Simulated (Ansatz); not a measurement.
# Ca2BO6: the cost of one run

Program: Ansatz 0.2.0. Level of theory: DFT PBE, scalar-relativistic, plane waves, PAW. These are calculated values, not measurements.

## 1. The structure to begin with

Symmetry: Fm-3m, No. 225, cubic system. The conventional cell has a = 7.122 Å, b = 7.122 Å, c = 7.122 Å, α = 90.00°, β = 90.00°, γ = 90.00°. Ca (site symmetry -43m) is surrounded by 12 O at 2.52 Å. B (site symmetry m-3m) is surrounded by 6 O at 1.76 Å. O (site symmetry 4mm) has 1 B at 1.76 Å and 4 O at 2.48 Å and 4 Ca at 2.52 Å as nearest neighbours.

Structure file:

```
CELL_PARAMETERS angstrom
0.00000 3.56100 3.56100
3.56100 0.00000 3.56100
3.56100 3.56100 0.00000
ATOMIC_POSITIONS crystal
Ca 0.25000 0.25000 0.25000
Ca 0.75000 0.75000 0.75000
B 0.00000 0.00000 0.00000
O 0.75339 0.24661 0.24661
O 0.24661 0.75339 0.24661
O 0.24661 0.24661 0.75339
O 0.24661 0.75339 0.75339
O 0.75339 0.24661 0.75339
O 0.75339 0.75339 0.24661
```

Recipe of the guess: perovskite family, tilts a0a0a0, rock order on B (Fm-3m, No. 225). Its size is a rough estimate.

## 2. A first look at the guess

input.yaml

```yaml
crystal:
  lattice:
    - [0.0, 3.56099691, 3.56099691]
    - [3.56099691, 0.0, 3.56099691]
    - [3.56099691, 3.56099691, 0.0]
  atoms:
    - { symbol: Ca, position: [0.25, 0.25, 0.25] }
    - { symbol: Ca, position: [0.75, 0.75, 0.75] }
    - { symbol: B, position: [0.0, 0.0, 0.0] }
    - { symbol: O, position: [0.7533882, 0.2466118, 0.2466118] }
    - { symbol: O, position: [0.2466118, 0.7533882, 0.2466118] }
    - { symbol: O, position: [0.2466118, 0.2466118, 0.7533882] }
    - { symbol: O, position: [0.2466118, 0.7533882, 0.7533882] }
    - { symbol: O, position: [0.7533882, 0.2466118, 0.7533882] }
    - { symbol: O, position: [0.7533882, 0.7533882, 0.2466118] }
basis:
  ecutwfc: 420
kpoints:
  mp_grid: { grid: [4, 4, 4] }
hamiltonian:
  xc: pbe
scf:
  occupations: { method: gaussian, width: 0.1 }
  lower_state_search: "off"
output:
  forces: true
  stress: true
  eigenvalues: true
```

Command:

```sh
$ ansatz run input.yaml --threads 1 --pin off --max-ram 2048MiB --backend cpu --events-out ev --progress --plain --runs-dir out
```

Q: Estimate wall time and peak memory on 1 thread of Arm Neoverse N1, shared host.

About 4 s, with a peak of 0.34 GiB.
